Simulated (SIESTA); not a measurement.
Crystal: CrN2.

```
CELL_PARAMETERS angstrom
3.90179 0.00000 0.00000
0.00000 4.80951 0.00000
0.00000 0.00000 2.78417
ATOMIC_POSITIONS crystal
Cr 0.00000 0.00000 0.00000
Cr 0.50000 0.50000 0.50000
N 0.86617 0.58878 0.00000
N 0.13383 0.41123 0.00000
N 0.36617 0.91122 0.50000
N 0.63383 0.08878 0.50000
```

The cell comes from a database or a generator and needn't be the stable form of this composition.

- Program: SIESTA 5.4.2
- Task: single point
- Functional: PBEsol
- Potentials or basis: PseudoDojo 0.4 standard (PBEsol files)
- Basis: DZP (energy shift 0.003 Ry; two zetas on semicore shells)
- Grid cutoff: 800 Ry
- Energy shift: 0.003 Ry
- k mesh: 7 × 6 × 10
- Occupations: fermi-dirac, width 0.05 eV
- Spin: collinear spin, ferromagnetic start
- Starting moments: [3.0, 3.0, 0.0, 0.0, 0.0, 0.0] μB

On this cell: pressure -6.6 GPa; largest force 0.893 eV/Å; net moment 4.26 μB per cell; site moments Cr +2.42; N -0.14 μB; band gap on the k mesh none (metal or under the smearing width).

The same run follows on a disturbed copy (atoms moved at random, drawn with an rms of 0.05 Å):

```xyz
6
Lattice="3.9018 0.0000 0.0000 0.0000 4.8095 0.0000 0.0000 0.0000 2.7842" Properties=species:S:1:pos:R:3 pbc="T T T"
Cr   -0.0140    0.0414    0.0434
Cr    1.9391    2.4462    1.3664
N     3.3607    2.8404   -0.0157
N     0.4919    1.9934   -0.0220
N     1.4088    4.3884    1.3552
N     2.5024    0.4132    1.3474
```

What changes?

The energy (extrapolated to zero smearing) moves by +8.3 meV/atom; pressure -6.2 GPa; largest force 1.376 eV/Å; net moment 4.21 μB per cell; site moments Cr +2.33, +2.45; N -0.14, -0.15, -0.13 μB; band gap on the k mesh none (metal or under the smearing width).

Forces in eV/Å, atoms in the order of the input:
```
Cr   0.321 -0.368 -0.421
Cr  -0.147 -0.407  0.103
N   -0.917  0.949  0.002
N    1.192 -0.685  0.049
N    0.009 -0.121  0.048
N   -0.457  0.632  0.220
```

Stress tensor (GPa, compression positive):
```
-4.92 -2.40 -0.75
-2.40 -6.77  0.08
-0.75  0.08 -6.93
```

Caveats: the basis of atomic orbitals isn't converged, which shifts pressures, moduli and gaps; only a ferromagnetic start was run, and an antiferromagnetic order may lie lower in energy.
